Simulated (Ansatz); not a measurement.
# ClF₃H₂MoO₂: how energies converge with the basis set

Aim: see how fast density functionals converge with the basis set for ClF₃H₂MoO₂.

The runs use Ansatz 0.2.0, Gaussian basis; one geometry, several basis sets.

Plan: PBE0-D4/def2-SVP; ωB97M-V/def2-SVP; PBE0-D4/def2-QZVPP; ωB97M-V/def2-QZVPP; the functionals' def2-TZVPP values are taken from earlier runs.

## 1. The geometry

All runs share one geometry, relaxed beforehand with PBE0-D4 in a triple-zeta def2 set. Mo takes the def2 core potential; no spin-orbit term is included.

SMILES `[OH][Mo]([OH])([F])([F])([F])[Cl]`, 9 atoms, charge 0, spin multiplicity 1.

Atoms are counted from 1 here; the program's logs count them from 0.

Bond lengths: O1–Mo2 1.846 Å, O1–H8 0.964 Å, Mo2–O3 1.832 Å, Mo2–F4 1.857 Å, Mo2–F5 1.841 Å, Mo2–F6 1.866 Å, Mo2–Cl7 2.270 Å, O3–H9 0.963 Å. Angles: Mo2–O1–H8 123.8°, O1–Mo2–O3 93.6°, O1–Mo2–F4 83.1°, O1–Mo2–F5 166.9°, O1–Mo2–F6 95.8°, O1–Mo2–Cl7 92.0°, O3–Mo2–F4 167.2°, O3–Mo2–F5 99.5°, O3–Mo2–F6 83.0°, O3–Mo2–Cl7 93.4°, F4–Mo2–F5 84.4°, F4–Mo2–F6 85.0°, F4–Mo2–Cl7 99.2°, F5–Mo2–F6 87.0°, F5–Mo2–Cl7 86.0°, F6–Mo2–Cl7 171.5°, Mo2–O3–H9 128.2°.

As a file:

```xyz
9

O    -0.3503   -1.5340    0.3968
Mo    0.0488    0.1523   -0.2395
O     1.0582    0.5921    1.2247
F    -1.2926   -0.2362   -1.4628
F     0.2433    1.7000   -1.2178
F    -1.2961    1.0350    0.7063
Cl    1.8362   -0.6222   -1.4050
H    -0.9303   -2.1549   -0.0578
H     0.7715    1.0214    2.0380
```

## 2. PBE0-D4 in def2-SVP

in.yaml

```yaml
crystal:
  periodic: [false, false, false]
  atoms:
    - {symbol: O, position_ang: [-0.350338, -1.533964, 0.396847]}
    - {symbol: Mo, position_ang: [0.048824, 0.152323, -0.239491]}
    - {symbol: O, position_ang: [1.058178, 0.592109, 1.224682]}
    - {symbol: F, position_ang: [-1.292588, -0.236185, -1.462791]}
    - {symbol: F, position_ang: [0.243254, 1.700034, -1.217760]}
    - {symbol: F, position_ang: [-1.296081, 1.034982, 0.706323]}
    - {symbol: Cl, position_ang: [1.836155, -0.622212, -1.405020]}
    - {symbol: H, position_ang: [-0.930313, -2.154859, -0.057785]}
    - {symbol: H, position_ang: [0.771507, 1.021370, 2.037997]}
basis:
  gaussian: {orbitals: def2-SVP}
hamiltonian: {xc: pbe0, dispersion: d4}
output: {orbitals: {seedname: orbitals}}
```

The run is started by

```bash
$ ansatz run in.yaml --threads 4 --pin off --events-out ev --progress --plain --max-ram 11315MiB
```

After this run come: ωB97M-V in def2-SVP; PBE0-D4 in def2-QZVPP; ωB97M-V in def2-QZVPP.

Q: Predict the results of all the runs planned. Wanted: PBE0-D4: double and triple zeta above quadruple; ωB97M-V: double and triple zeta above quadruple.

**Answer**, as computed:

| quantity | value |
| --- | --- |
| PBE0-D4: double and triple zeta above quadruple | 21.41, 1.15 eV |
| ωB97M-V: double and triple zeta above quadruple | 21.64, 1.11 eV |

What this shows: For PBE0-D4 the step from double to triple zeta gains 20.26 eV and the next only 1.15 eV. These are total energies; as a rule much of such shifts cancels in differences, which this series doesn't test.
